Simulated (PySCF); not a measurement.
**B3LYP/STO-6G run of InF (SMILES [F][In])**

Aim: the vertical singlet–triplet gap of InF at B3LYP/STO-6G, from 2 runs. The job is set up through a Python script.

The calculation is run with PySCF 2.14.0.

16 further runs of the same task are left out: 6 that didn't finish, 10 set aside as unsound or not needed.

**1. Starting point**

The species is InF (2 atoms), meant as a singlet with charge 0. As SMILES, `[F][In]`. Geometry: a GFN2-xTB relaxation, a rough one for these elements and not checked as a minimum.

Bond lengths: F1–In2 2.025 Å.

**2. A single-point energy at B3LYP/STO-6G**

Input file job.py:

```python
from pyscf import gto, dft

molecule = gto.M(
    atom='''
F    0.000000   0.000000   0.000000
In   0.000000   0.000000   2.025490
''',
    max_memory=1860,
    verbose=3,
    basis='sto-6g',
)

mf = dft.RKS(molecule, xc='b3lyp')
mf.grids.level = 5
mf.conv_tol = 1e-10
mf.kernel()
if not mf.converged:
    mf = mf.newton().run(mf.mo_coeff, mf.mo_occ)

etot = mf.e_tot
print('Final energy', etot)
```

The run is started by

```sh
$ OMP_NUM_THREADS=1 python job.py
```

Output:

```text
converged SCF energy = -5814.01712387885
Final energy -5814.0171238788525
```

Wall time 4.5 s (1 thread of Arm Neoverse V1, shared host); peak memory 0.23 GiB.

**3. The triplet, same level**

Input file start.xyz:

```xyz
2
FIn
F      0.000000     0.000000     0.000000
In     0.000000     0.000000     2.025490
```

Input file job.py:

```python
from pyscf import gto, dft

molecule = gto.Mole()
molecule.atom = 'start.xyz'
molecule.verbose = 4
molecule.max_memory = 1860
molecule.spin = 2
molecule.basis = 'sto-6g'
molecule.charge = 0
molecule.build()

ks = dft.UKS(molecule)
ks.xc = 'b3lyp'
ks.conv_tol = 1e-10
ks.grids.level = 5
ks.kernel()
if not ks.converged:
    ks = ks.newton().run(ks.mo_coeff, ks.mo_occ)

e_tot = ks.e_tot
print('E(%s) = %.9f' % ('B3LYP', e_tot))
```

The run is started by

```sh
$ OMP_NUM_THREADS=1 python job.py
```

Output:

```text
PySCF version 2.14.0

[INPUT] num. atoms = 2
[INPUT] num. electrons = 58
[INPUT] charge = 0
[INPUT] spin (= nelec alpha-beta = 2S) = 2
[INPUT] symmetry False subgroup None
[INPUT] Mole.unit = angstrom
[INPUT] Symbol           X                Y                Z      unit          X                Y                Z       unit  Magmom
[INPUT]  1 F      0.000000000000   0.000000000000   0.000000000000 AA    0.000000000000   0.000000000000   0.000000000000 Bohr   0.0
[INPUT]  2 In     0.000000000000   0.000000000000   2.025490000000 AA    0.000000000000   0.000000000000   3.827621368045 Bohr   0.0

nuclear repulsion = 115.215157821426
number of shells = 14
number of NR pGTOs = 192
number of NR cGTOs = 32
basis = sto-6g
ecp = {}

******** <class 'pyscf.dft.uks.UKS'> ********
method = UKS
initial guess = minao
damping factor = 0
level_shift factor = 0
DIIS = <class 'pyscf.scf.diis.CDIIS'>
diis_start_cycle = 1
diis_space = 8
diis_damp = 0
SCF conv_tol = 1e-10
SCF conv_tol_grad = None
SCF max_cycles = 50
direct_scf = True
direct_scf_tol = 1e-13
number electrons alpha = 30  beta = 28
XC library pyscf.dft.libxc version 7.0.0
    S. Lehtola, C. Steigemann, M. J.T. Oliveira, and M. A.L. Marques.,  SoftwareX 7, 1–5 (2018)
XC functionals = b3lyp
    P. J. Stephens, F. J. Devlin, C. F. Chabalowski, and M. J. Frisch.,  J. Phys. Chem. 98, 11623 (1994)
radial grids:
    Treutler-Ahlrichs [JCP 102, 346 (1995); DOI:10.1063/1.469408] (M4) radial grids

becke partition: Becke, JCP 88, 2547 (1988); DOI:10.1063/1.454033
pruning grids: <function nwchem_prune>
grids dens level: 5
symmetrized grids: False
atomic radii adjust function: <function treutler_atomic_radii_adjust>
small_rho_cutoff = 0
Set gradient conv threshold to 1e-05
tot grids = 91208
init E= -5801.22375220401

[... the frontier-level lines of each cycle are left out ...]



cycle= 1 E= -5813.84309502967  delta_E= -12.6  |g|= 0.255  |ddm|= 1.73


cycle= 2 E= -5811.99328205877  delta_E= 1.85  |g|= 1.63  |ddm|= 2.26


cycle= 3 E= -5813.8986207954  delta_E= -1.91  |g|= 0.14  |ddm|= 1.95


cycle= 4 E= -5813.91572818365  delta_E= -0.0171  |g|= 0.00767  |ddm|= 0.223


cycle= 5 E= -5813.91582192728  delta_E= -9.37e-05  |g|= 0.00219  |ddm|= 0.0296


cycle= 6 E= -5813.91583774059  delta_E= -1.58e-05  |g|= 0.000528  |ddm|= 0.016


cycle= 7 E= -5813.91583889376  delta_E= -1.15e-06  |g|= 0.000226  |ddm|= 0.00418


cycle= 8 E= -5813.9158390706  delta_E= -1.77e-07  |g|= 3.06e-05  |ddm|= 0.00181


cycle= 9 E= -5813.91583907456  delta_E= -3.96e-09  |g|= 1.48e-05  |ddm|= 0.000275


cycle= 10 E= -5813.9158390748  delta_E= -2.39e-10  |g|= 1.92e-06  |ddm|= 4.16e-05


cycle= 11 E= -5813.9158390748  delta_E= -7.28e-12  |g|= 1.61e-07  |ddm|= 5.14e-06


Extra cycle  E= -5813.91583907481  delta_E= -2.73e-12  |g|= 3.12e-07  |ddm|= 1.7e-06
converged SCF energy = -5813.91583907481  <S^2> = 2.0032643  2S+1 = 3.0021754
E(B3LYP) = -5813.915839075
```

It took 6.9 s on 1 thread of Arm Neoverse V1, shared host; peak memory 0.23 GiB.

**4. Summary of results**

At B3LYP/STO-6G:

```
                                        quantity           value
                           singlet: total energy  -5814.01712 Eh
                          singlet: dipole moment          0.15 D
                            singlet: HOMO energy        -2.16 eV
                            singlet: LUMO energy         2.52 eV
                          singlet: HOMO–LUMO gap         4.68 eV
                           triplet: total energy  -5813.91584 Eh
                          triplet: dipole moment          1.63 D
     triplet: HOMO energy (highest over α and β)         0.43 eV
                                   triplet: ⟨S²⟩           2.003
vertical energy of the triplet above the singlet        2.756 eV
```

**Reading.** At this shape the triplet lies 2.76 eV (64 kcal/mol) above the singlet. In a minimal basis such a difference can be off by several eV, whatever the method. Relativity is left out (singlet) although the molecule holds a heavy atom. Relativity is left out (triplet) although the molecule holds a heavy atom.
